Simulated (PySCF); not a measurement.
# C₂H₆Ge₂O: core binding energies at several levels of theory, part 2 of 2

PySCF 2.14.0. Atoms count from 0.

## 7. X-ray photoelectron lines: SCAN, X2C

The job: settings as JSON, then the geometry in Å.

```
{"job": {"kind": "xps", "basis": "pcX-1"}, "charge": 0, "multiplicity": 1}
C      2.167731     1.461903     0.104813
C      1.521848     0.432349     0.047768
Ge     0.457939    -1.147935    -0.044878
O     -1.151030    -0.774641     0.588409
Ge    -2.054941     0.760687     0.584606
H      2.741606     2.370462     0.156805
H      0.345118    -1.582312    -1.515013
H      1.053404    -2.239101     0.851351
H     -1.313759     1.798954     1.446668
H     -3.427684     0.416353     1.181368
H     -2.193014     1.267374    -0.865988
```

Level: delta-SCF UKS SCAN, pcX-1 on the ionised atom, pcseg-1 elsewhere, spin-free X2C.

What it wrote:

```text
ground state, core basis on atom 0 (C), 136 functions
  cycle   1  E = -4342.74057625  |g| = 8.20e-01
  cycle   2  E = -4342.04285862  |g| = 1.95e+00
  cycle   3  E = -4342.85923766  |g| = 2.96e-01
  cycle   4  E = -4342.88159809  |g| = 7.76e-02
  cycle   5  E = -4342.88223754  |g| = 6.56e-02
  cycle   6  E = -4342.88334925  |g| = 1.23e-02
  cycle   7  E = -4342.88338864  |g| = 2.03e-03
  cycle   8  E = -4342.88339366  |g| = 3.69e-04
  E(ground) = -4343.15262017 Eh
hole in C 1s of atom 0
  cycle   1  E = -4331.62740696  |g| = 1.50e+00
  cycle   2  E = -4326.72973430  |g| = 2.75e+00
  cycle   3  E = -4331.30268564  |g| = 1.30e+00
  cycle   4  E = -4332.00211005  |g| = 6.30e-01
  cycle   5  E = -4332.13843884  |g| = 3.67e-01
  cycle   6  E = -4332.19158367  |g| = 1.42e-01
  cycle   7  E = -4332.20201348  |g| = 3.71e-02
  cycle   8  E = -4332.20295500  |g| = 1.11e-02
  cycle   9  E = -4332.20324239  |g| = 7.86e-03
  cycle  10  E = -4332.20339958  |g| = 4.06e-03
  cycle  11  E = -4332.20345954  |g| = 1.80e-03
  cycle  12  E = -4332.20346163  |g| = 8.77e-04
  cycle  13  E = -4332.20346475  |g| = 1.38e-04
  E(ion) = -4332.47210601 Eh   <S^2> = 0.8487   hole on atom = 1.000   binding energy = 290.632 eV
ground state, core basis on atom 1 (C), 136 functions
  cycle   1  E = -4342.88114697  |g| = 6.70e-02
  cycle   2  E = -4342.87257336  |g| = 1.90e-01
  cycle   3  E = -4342.88220244  |g| = 7.71e-03
  cycle   4  E = -4342.88221402  |g| = 3.10e-03
  cycle   5  E = -4342.88221784  |g| = 1.13e-03
  cycle   6  E = -4342.88221887  |g| = 4.99e-04
  E(ground) = -4343.15150159 Eh
hole in C 1s of atom 1
  cycle   1  E = -4331.63364103  |g| = 1.51e+00
  cycle   2  E = -4326.24236221  |g| = 2.77e+00
  cycle   3  E = -4331.35335884  |g| = 1.16e+00
  cycle   4  E = -4332.01618222  |g| = 6.38e-01
  cycle   5  E = -4332.18109762  |g| = 2.42e-01
  cycle   6  E = -4332.20465424  |g| = 8.55e-02
  cycle   7  E = -4332.20820712  |g| = 3.90e-02
  cycle   8  E = -4332.20911375  |g| = 1.21e-02
  cycle   9  E = -4332.20952638  |g| = 7.69e-03
  cycle  10  E = -4332.20971153  |g| = 4.24e-03
  cycle  11  E = -4332.20976187  |g| = 1.56e-03
  cycle  12  E = -4332.20976572  |g| = 6.02e-04
  cycle  13  E = -4332.20976815  |g| = 1.90e-04
  E(ion) = -4332.47823865 Eh   <S^2> = 0.8649   hole on atom = 1.000   binding energy = 290.434 eV
ground state, core basis on atom 3 (O), 136 functions
  cycle   1  E = -4342.88688223  |g| = 4.55e-02
  cycle   2  E = -4342.88392822  |g| = 1.12e-01
  cycle   3  E = -4342.88724196  |g| = 1.43e-02
  cycle   4  E = -4342.88728570  |g| = 8.17e-03
  cycle   5  E = -4342.88730719  |g| = 3.09e-03
  cycle   6  E = -4342.88730571  |g| = 2.56e-04
  E(ground) = -4343.15281966 Eh
hole in O 1s of atom 3
  cycle   1  E = -4322.29780053  |g| = 2.23e+00
  cycle   2  E = -4321.41946739  |g| = 2.36e+00
  cycle   3  E = -4322.95182438  |g| = 6.28e-01
  cycle   4  E = -4322.90005452  |g| = 6.13e-01
  cycle   5  E = -4323.12498518  |g| = 1.96e-01
  cycle   6  E = -4323.14506820  |g| = 4.56e-02
  cycle   7  E = -4323.14633966  |g| = 1.05e-02
  cycle   8  E = -4323.14639605  |g| = 1.96e-03
  cycle   9  E = -4323.14640151  |g| = 8.43e-04
  cycle  10  E = -4323.14640075  |g| = 3.59e-04
  E(ion) = -4323.41481084 Eh   <S^2> = 0.7636   hole on atom = 1.000   binding energy = 537.099 eV
```

Run time: 20 s. Hardware: 1 thread of Arm Neoverse V1, shared host; peak memory 0.43 GiB.

The holes in one table. −ε is the ground-state orbital energy:

| hole | stands for | environment | ΔSCF (eV) | −ε (eV) | ⟨S²⟩ |
| --- | --- | --- | --- | --- | --- |
| C1s on C0 | C0 | terminal alkyne carbon | 290.63 | 273.9 | 0.849 |
| C1s on C1 | C1 | alkyne carbon | 290.43 (doubtful) | 273.7 | 0.865 |
| O1s on O3 | O3 | oxygen bonded to 2 Ge | 537.10 | 516.2 | 0.764 |

Doubtful: the ion did not converge, its hole moved, or its ⟨S²⟩ is well above 0.75. Rows just under that mark are hardly safer.

## 8. Core-electron binding energies: SCAN, X2C

Settings changed since step 7:

```diff
@@ -1,2 +1,2 @@
-{"job": {"kind": "xps", "basis": "pcX-1"}, "charge": 0, "multiplicity": 1}
+{"job": {"kind": "xps", "basis": "def2-TZVP"}, "charge": 0, "multiplicity": 1}
 C      2.167731     1.461903     0.104813
```

Level: delta-SCF UKS SCAN, def2-TZVP on the ionised atom, pcseg-1 elsewhere, spin-free X2C.

What it wrote:

```text
ground state, core basis on atom 0 (C), 143 functions
  cycle   1  E = -4342.75581087  |g| = 8.27e-01
  cycle   2  E = -4342.05409042  |g| = 1.96e+00
  cycle   3  E = -4342.87744319  |g| = 3.03e-01
  cycle   4  E = -4342.90068267  |g| = 8.10e-02
  cycle   5  E = -4342.90149076  |g| = 6.59e-02
  cycle   6  E = -4342.90261030  |g| = 1.36e-02
  cycle   7  E = -4342.90266362  |g| = 2.16e-03
  cycle   8  E = -4342.90266461  |g| = 3.74e-04
  E(ground) = -4343.17244531 Eh
hole in C 1s of atom 0
  cycle   1  E = -4331.64579631  |g| = 1.46e+00
  cycle   2  E = -4326.73293068  |g| = 2.61e+00
  cycle   3  E = -4331.28678324  |g| = 1.31e+00
  cycle   4  E = -4331.99939122  |g| = 6.20e-01
  cycle   5  E = -4332.13649861  |g| = 3.81e-01
  cycle   6  E = -4332.19602640  |g| = 1.50e-01
  cycle   7  E = -4332.20751099  |g| = 3.93e-02
  cycle   8  E = -4332.20848243  |g| = 1.14e-02
  cycle   9  E = -4332.20877349  |g| = 8.01e-03
  cycle  10  E = -4332.20896987  |g| = 4.65e-03
  cycle  11  E = -4332.20905317  |g| = 2.19e-03
  cycle  12  E = -4332.20905613  |g| = 9.79e-04
  cycle  13  E = -4332.20905757  |g| = 2.85e-04
  E(ion) = -4332.47784873 Eh   <S^2> = 0.8459   hole on atom = 1.000   binding energy = 291.015 eV
ground state, core basis on atom 1 (C), 143 functions
  cycle   1  E = -4342.90465777  |g| = 3.80e-02
  cycle   2  E = -4342.90198302  |g| = 1.06e-01
  cycle   3  E = -4342.90501064  |g| = 7.07e-03
  cycle   4  E = -4342.90502996  |g| = 1.21e-03
  cycle   5  E = -4342.90502999  |g| = 5.32e-04
  cycle   6  E = -4342.90502904  |g| = 3.50e-04
  E(ground) = -4343.17474874 Eh
hole in C 1s of atom 1
  cycle   1  E = -4331.65566393  |g| = 1.47e+00
  cycle   2  E = -4326.29852968  |g| = 2.61e+00
  cycle   3  E = -4331.21282990  |g| = 1.24e+00
  cycle   4  E = -4332.06800440  |g| = 5.33e-01
  cycle   5  E = -4332.17025454  |g| = 3.06e-01
  cycle   6  E = -4332.21160252  |g| = 9.32e-02
  cycle   7  E = -4332.21555954  |g| = 4.14e-02
  cycle   8  E = -4332.21652354  |g| = 1.17e-02
  cycle   9  E = -4332.21686329  |g| = 8.12e-03
  cycle  10  E = -4332.21713588  |g| = 4.20e-03
  cycle  11  E = -4332.21718887  |g| = 1.95e-03
  cycle  12  E = -4332.21719758  |g| = 8.99e-04
  cycle  13  E = -4332.21719904  |g| = 3.33e-04
  E(ion) = -4332.48591368 Eh   <S^2> = 0.8607   hole on atom = 1.000   binding energy = 290.858 eV
ground state, core basis on atom 3 (O), 143 functions
  cycle   1  E = -4342.92886983  |g| = 7.17e-02
  cycle   2  E = -4342.92385521  |g| = 1.72e-01
  cycle   3  E = -4342.92979736  |g| = 1.43e-02
  cycle   4  E = -4342.92982180  |g| = 1.07e-02
  cycle   5  E = -4342.92985422  |g| = 1.45e-03
  cycle   6  E = -4342.92985532  |g| = 3.28e-04
  E(ground) = -4343.19594267 Eh
hole in O 1s of atom 3
  cycle   1  E = -4322.33604089  |g| = 2.15e+00
  cycle   2  E = -4321.52153617  |g| = 2.12e+00
  cycle   3  E = -4322.92424539  |g| = 7.02e-01
  cycle   4  E = -4322.94709815  |g| = 5.88e-01
  cycle   5  E = -4323.13961655  |g| = 2.23e-01
  cycle   6  E = -4323.16598456  |g| = 4.42e-02
  cycle   7  E = -4323.16712924  |g| = 9.59e-03
  cycle   8  E = -4323.16718734  |g| = 1.84e-03
  cycle   9  E = -4323.16718826  |g| = 8.80e-04
  cycle  10  E = -4323.16718820  |g| = 3.68e-04
  E(ion) = -4323.43582995 Eh   <S^2> = 0.7633   hole on atom = 1.000   binding energy = 537.700 eV
```

It took 22 s on 1 thread of Arm Neoverse V1, shared host; peak memory 0.43 GiB.

The holes in one table. −ε is the ground-state orbital energy:

| hole | stands for | environment | ΔSCF (eV) | −ε (eV) | ⟨S²⟩ |
| --- | --- | --- | --- | --- | --- |
| C1s on C0 | C0 | terminal alkyne carbon | 291.01 | 273.9 | 0.846 |
| C1s on C1 | C1 | alkyne carbon | 290.86 (doubtful) | 273.7 | 0.861 |
| O1s on O3 | O3 | oxygen bonded to 2 Ge | 537.70 | 516.3 | 0.763 |

Doubtful: the ion did not converge, its hole moved, or its ⟨S²⟩ is well above 0.75. Rows just under that mark are hardly safer.

## 9. Core holes by ΔSCF: SCAN, non-relativistic

Settings changed since step 8:

```diff
@@ -1,2 +1,2 @@
-{"job": {"kind": "xps", "basis": "def2-TZVP"}, "charge": 0, "multiplicity": 1}
+{"job": {"kind": "xps", "x2c": false}, "charge": 0, "multiplicity": 1}
 C      2.167731     1.461903     0.104813
```

Method: delta-SCF UKS SCAN, pcX-2 on the ionised atom, pcseg-1 elsewhere, non-relativistic.

What it wrote:

```text
ground state, core basis on atom 0 (C), 157 functions
  cycle   1  E = -4308.21718295  |g| = 8.64e-01
  cycle   2  E = -4307.52907125  |g| = 1.96e+00
  cycle   3  E = -4308.34497415  |g| = 3.31e-01
  cycle   4  E = -4308.37200849  |g| = 8.15e-02
  cycle   5  E = -4308.37274882  |g| = 6.80e-02
  cycle   6  E = -4308.37390703  |g| = 1.75e-02
  cycle   7  E = -4308.37398890  |g| = 2.28e-03
  cycle   8  E = -4308.37398945  |g| = 3.99e-04
  E(ground) = -4308.63975257 Eh
hole in C 1s of atom 0
  cycle   1  E = -4297.11834694  |g| = 1.50e+00
  cycle   2  E = -4292.16176286  |g| = 2.77e+00
  cycle   3  E = -4296.82806302  |g| = 1.28e+00
  cycle   4  E = -4297.49468162  |g| = 6.39e-01
  cycle   5  E = -4297.63635451  |g| = 3.63e-01
  cycle   6  E = -4297.68788710  |g| = 1.40e-01
  cycle   7  E = -4297.69793753  |g| = 3.76e-02
  cycle   8  E = -4297.69892249  |g| = 1.18e-02
  cycle   9  E = -4297.69922530  |g| = 8.46e-03
  cycle  10  E = -4297.69940899  |g| = 4.55e-03
  cycle  11  E = -4297.69947482  |g| = 1.98e-03
  cycle  12  E = -4297.69948164  |g| = 1.11e-03
  cycle  13  E = -4297.69948237  |g| = 1.80e-04
  E(ion) = -4297.96449579 Eh   <S^2> = 0.8564   hole on atom = 1.000   binding energy = 290.489 eV
ground state, core basis on atom 1 (C), 157 functions
  cycle   1  E = -4308.37522643  |g| = 5.10e-02
  cycle   2  E = -4308.37310482  |g| = 9.55e-02
  cycle   3  E = -4308.37531266  |g| = 2.79e-02
  cycle   4  E = -4308.37552202  |g| = 3.84e-03
  cycle   5  E = -4308.37552756  |g| = 9.60e-04
  cycle   6  E = -4308.37552874  |g| = 4.66e-04
  E(ground) = -4308.64116214 Eh
hole in C 1s of atom 1
  cycle   1  E = -4297.12931039  |g| = 1.51e+00
  cycle   2  E = -4291.70927985  |g| = 2.78e+00
  cycle   3  E = -4296.86490007  |g| = 1.15e+00
  cycle   4  E = -4297.51152683  |g| = 6.45e-01
  cycle   5  E = -4297.67870060  |g| = 2.50e-01
  cycle   6  E = -4297.70318634  |g| = 9.13e-02
  cycle   7  E = -4297.70712772  |g| = 4.20e-02
  cycle   8  E = -4297.70815785  |g| = 1.25e-02
  cycle   9  E = -4297.70855261  |g| = 8.08e-03
  cycle  10  E = -4297.70875793  |g| = 4.77e-03
  cycle  11  E = -4297.70881744  |g| = 1.90e-03
  cycle  12  E = -4297.70882559  |g| = 7.51e-04
  cycle  13  E = -4297.70882611  |g| = 2.49e-04
  E(ion) = -4297.97345985 Eh   <S^2> = 0.8701   hole on atom = 1.000   binding energy = 290.283 eV
ground state, core basis on atom 3 (O), 157 functions
  cycle   1  E = -4308.40131356  |g| = 8.27e-02
  cycle   2  E = -4308.39685380  |g| = 1.66e-01
  cycle   3  E = -4308.40209668  |g| = 2.30e-02
  cycle   4  E = -4308.40210894  |g| = 1.95e-02
  cycle   5  E = -4308.40220852  |g| = 4.01e-03
  cycle   6  E = -4308.40221221  |g| = 3.70e-04
  E(ground) = -4308.66439188 Eh
hole in O 1s of atom 3
  cycle   1  E = -4287.82540797  |g| = 2.23e+00
  cycle   2  E = -4286.99021355  |g| = 2.37e+00
  cycle   3  E = -4288.50483154  |g| = 6.02e-01
  cycle   4  E = -4288.42712026  |g| = 6.23e-01
  cycle   5  E = -4288.66245122  |g| = 1.86e-01
  cycle   6  E = -4288.68034253  |g| = 4.64e-02
  cycle   7  E = -4288.68165121  |g| = 9.99e-03
  cycle   8  E = -4288.68170251  |g| = 2.11e-03
  cycle   9  E = -4288.68170523  |g| = 8.94e-04
  cycle  10  E = -4288.68170716  |g| = 3.82e-04
  E(ion) = -4288.94611889 Eh   <S^2> = 0.7643   hole on atom = 1.000   binding energy = 536.562 eV
```

It took 23 s on 1 thread of Arm Neoverse V1, shared host; peak memory 0.49 GiB.

Binding energies by hole, beside the orbital energy of the ground state; the difference holds orbital relaxation and, for a density functional, its self-interaction error:

| hole | stands for | environment | ΔSCF (eV) | −ε (eV) | ⟨S²⟩ |
| --- | --- | --- | --- | --- | --- |
| C1s on C0 | C0 | terminal alkyne carbon | 290.49 (doubtful) | 273.9 | 0.856 |
| C1s on C1 | C1 | alkyne carbon | 290.28 (doubtful) | 273.7 | 0.870 |
| O1s on O3 | O3 | oxygen bonded to 2 Ge | 536.56 | 516.0 | 0.764 |

Doubtful: the ion did not converge, its hole moved, or its ⟨S²⟩ is well above 0.75.

## 10. What came out

This closing draws on all 2 parts.

| quantity | value |
| --- | --- |
| O1s binding energies, SCAN/pcX-2 | O3 536.92 eV |
| C1s binding energies, B3LYP/pcX-2 | C0 290.76, C1 290.52 eV |
| O1s binding energies, B3LYP/pcX-2 | O3 536.66 eV |
| C1s binding energies, PBE0/pcX-2 | C0 290.21, C1 290.01 eV |
| O1s binding energies, PBE0/pcX-2 | O3 536.18 eV |
| C1s binding energies, PBE/pcX-2 | C0 289.75, C1 289.60 eV |
| O1s binding energies, PBE/pcX-2 | O3 535.95 eV |
| O1s binding energies, HF/pcX-2 | O3 536.08 eV |
| C1s binding energies, SCAN/pcX-1 (standing for 1 of 2 atoms) | C0 290.63 eV |
| O1s binding energies, SCAN/pcX-1 | O3 537.10 eV |
| C1s binding energies, SCAN/def2-TZVP (standing for 1 of 2 atoms) | C0 291.01 eV |
| O1s binding energies, SCAN/def2-TZVP | O3 537.70 eV |
| O1s binding energies, SCAN/pcX-2, non-relativistic | O3 536.56 eV |

**Reading.** Single values in the summary come from the first sound run of each kind (SCAN/pcX-2), which need not be the best level. At B3LYP/pcX-2: The C1s levels kept as sound span 0.24 eV, from C1 (alkyne carbon) up to C0 (terminal alkyne carbon). At PBE0/pcX-2: C0 (terminal alkyne carbon) binds its C1s electron 0.20 eV more tightly than C1 (alkyne carbon). At PBE/pcX-2: C0 (terminal alkyne carbon) binds its C1s electron 0.16 eV more tightly than C1 (alkyne carbon).
